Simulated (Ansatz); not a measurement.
# CH₅F₂GeN: a ladder of functionals and wavefunction methods

One table from this session's results is given with a row withheld; the runs are named, their logs left out.

Computed with Ansatz 0.2.0, Gaussian basis. Level: functionals in def2-TZVPP, the program's frozen cores in correlated methods.

The runs, in order: LDA (SPW92), PBE-D4, revPBE-D4, BLYP-D4, r2SCAN-D4, B97M-V, PBE0-D4, B3LYP-D4, r2SCANh-D4, r2SCAN0-D4, HSE06-D4, BHLYP-D4, CAM-B3LYP-D4, LC-ωPBE, ωB97X-V, ωB97M-V, B2PLYP, PBE-QIDH; CCSD(T)/def2-SVP; CCSD(T)/def2-TZVPP; MP2/def2-QZVPP; extrapolation to the limit; RPA on PBE.

## Structure used throughout

An earlier PBE0-D4 in a triple-zeta def2 set relaxation fixed the geometry.

SMILES `[CH3][Ge]([NH2])([F])[F]`, 10 atoms, charge 0, spin multiplicity 1.

Atoms are counted from 1 here; the program's logs count them from 0.

Bond lengths: C1–Ge2 1.918 Å, C1–H6 1.090 Å, C1–H7 1.090 Å, C1–H8 1.090 Å, Ge2–N3 1.805 Å, Ge2–F4 1.727 Å, Ge2–F5 1.738 Å, N3–H9 1.010 Å, N3–H10 1.010 Å. Angles: Ge2–C1–H6 110.0°, Ge2–C1–H7 109.7°, Ge2–C1–H8 109.2°, H6–C1–H7 109.3°, H6–C1–H8 109.0°, H7–C1–H8 109.7°, C1–Ge2–N3 116.3°, C1–Ge2–F4 111.4°, C1–Ge2–F5 108.3°, N3–Ge2–F4 104.8°, N3–Ge2–F5 112.3°, F4–Ge2–F5 102.8°, Ge2–N3–H9 114.5°, Ge2–N3–H10 115.9°, H9–N3–H10 109.6°.

Coordinates:

```
C    -1.50087   -0.21030    0.03892
Ge    0.30923    0.22041   -0.42836
N     1.58874   -0.37928    0.69445
F     0.73492   -0.42964   -1.97075
F     0.41350    1.93514   -0.68972
H    -1.74898    0.22230    1.00858
H    -1.62008   -1.29231    0.08563
H    -2.17198    0.20007   -0.71498
H     2.53113   -0.29324    0.34013
H     1.54760   -0.02434    1.63899
```

The first run:

Contents of in.yaml:

```yaml
crystal:
  periodic: [false, false, false]
  atoms:
    - {symbol: C, position_ang: [-1.500875, -0.210303, 0.038923]}
    - {symbol: Ge, position_ang: [0.309231, 0.220411, -0.428361]}
    - {symbol: N, position_ang: [1.588742, -0.379278, 0.694451]}
    - {symbol: F, position_ang: [0.734917, -0.429639, -1.970747]}
    - {symbol: F, position_ang: [0.413500, 1.935144, -0.689717]}
    - {symbol: H, position_ang: [-1.748983, 0.222297, 1.008579]}
    - {symbol: H, position_ang: [-1.620080, -1.292314, 0.085632]}
    - {symbol: H, position_ang: [-2.171976, 0.200071, -0.714982]}
    - {symbol: H, position_ang: [2.531126, -0.293244, 0.340132]}
    - {symbol: H, position_ang: [1.547597, -0.024345, 1.638991]}
basis:
  gaussian: {orbitals: def2-TZVPP}
hamiltonian: {xc: lda}
output: {orbitals: {seedname: orbitals}}
```

Launch:

```console
$ ansatz run in.yaml --threads 4 --pin off --events-out ev --progress --plain --max-ram 10444MiB
```

Among the steps run: LDA; PBE-D4 (GGA); revPBE-D4 (GGA); BLYP-D4 (GGA); r2SCAN-D4 (meta-GGA); B97M-V (meta-GGA); B3LYP-D4 (hybrid); r2SCANh-D4 (hybrid); r2SCAN0-D4 (hybrid); HSE06-D4 (hybrid); BHLYP-D4 (hybrid); CAM-B3LYP-D4 (range-separated); LC-ωPBE (range-separated); ωB97X-V (range-separated); ωB97M-V (range-separated); B2PLYP (double hybrid); PBE-QIDH (double hybrid).

One of the session's tables, all rows but one given; the rest of the session is left out.

It belongs to the step «Frontier levels by functional». 

| functional | HOMO (eV) | gap (eV) |
| --- | --- | --- |
| LDA (SPW92) | -6.88 | 6.02 |
| PBE-D4 | -6.69 | 6.02 |
| revPBE-D4 | -6.61 | 6.04 |
| BLYP-D4 | ? | ? |
| r2SCAN-D4 | -7.04 | 6.96 |
| B97M-V | -7.12 | 6.68 |
| PBE0-D4 | -8.25 | 8.49 |
| B3LYP-D4 | -7.99 | 7.84 |
| r2SCANh-D4 | -7.62 | 7.84 |
| r2SCAN0-D4 | -8.50 | 9.15 |
| HSE06-D4 | -7.84 | 7.71 |
| BHLYP-D4 | -9.73 | 10.62 |
| CAM-B3LYP-D4 | -9.74 | 10.77 |
| LC-ωPBE | -11.18 | 13.60 |
| ωB97X-V | -10.78 | 12.97 |
| ωB97M-V | -10.69 | 12.46 |

**Question.** Estimate the row for BLYP-D4.

Worked estimate for «HOMO (eV)». Against the share of exact exchange, B3LYP-D4 (0.2, -7.99), BHLYP-D4 (0.5, -9.73) give a slope of -5.80 per unit share; at 0 the line stands at -6.83.

The run gave: HOMO (eV): -6.57; gap (eV): 5.86. In «HOMO (eV)» the line misses by -0.26.
